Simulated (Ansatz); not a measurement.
# PC6: the cost of one run

Program: Ansatz 0.2.0. Level of theory: DFT PBE, scalar-relativistic, plane waves, PAW. These are calculated values, not measurements.

## Step 1: Starting point

The structure is tetragonal, space group I4/mmm (No. 139). Conventional cell: a = 6.390 Å, b = 6.390 Å, c = 6.329 Å, α = 90.00°, β = 90.00°, γ = 90.00°. P (site symmetry 4/mmm) is surrounded by 6 C at 1.82 to 1.86 Å. C (site symmetry m2m) is surrounded by 1 P at 1.86 Å. C (site symmetry 4mm) is surrounded by 1 P at 1.82 Å.

As a file:

```
P C
1.0
    -3.19517    3.19517    3.16440
     3.19517   -3.19517    3.16440
     3.19517    3.19517   -3.16440
P C
1 6
Direct
  0.00000 0.00000 0.00000
  0.00000 0.70852 0.70852
  0.00000 0.29148 0.29148
  0.71165 0.71165 0.00000
  0.28835 0.28835 0.00000
  0.70852 0.00000 0.70852
  0.29148 0.00000 0.29148
```

A structure generator made this guess: species swapped into a database cell of TcF6 (I4/mmm, No. 139), with P on the Tc sites and C on the F sites. Its size is a rough estimate.

## Step 2: The guess as it stands, on a coarse mesh

File input.yaml:

```yaml
crystal:
  lattice:
    - [-3.19516979, 3.19516979, 3.1644041]
    - [3.19516979, -3.19516979, 3.1644041]
    - [3.19516979, 3.19516979, -3.1644041]
  atoms:
    - { symbol: P, position: [0.0, 0.0, 0.0] }
    - { symbol: C, position: [0.0, 0.70852059, 0.70852059] }
    - { symbol: C, position: [0.0, 0.29147941, 0.29147941] }
    - { symbol: C, position: [0.71164656, 0.71164656, 0.0] }
    - { symbol: C, position: [0.28835344, 0.28835344, 0.0] }
    - { symbol: C, position: [0.70852059, 0.0, 0.70852059] }
    - { symbol: C, position: [0.29147941, 0.0, 0.29147941] }
basis:
  ecutwfc: 420
kpoints:
  mp_grid: { grid: [4, 4, 4] }
hamiltonian:
  xc: pbe
scf:
  occupations: { method: gaussian, width: 0.1 }
  lower_state_search: "off"
output:
  forces: true
  stress: true
  eigenvalues: true
```

The run is started by

```sh
ansatz run input.yaml --threads 1 --pin off --max-ram 2048MiB --backend cpu --events-out ev --progress --plain --runs-dir out
```

What time and memory should one allow on 1 thread of Intel Xeon Platinum 8175M at 2.50GHz (Skylake/Cascade Lake), shared host?

About 2.7 s, with a peak of 0.46 GiB.
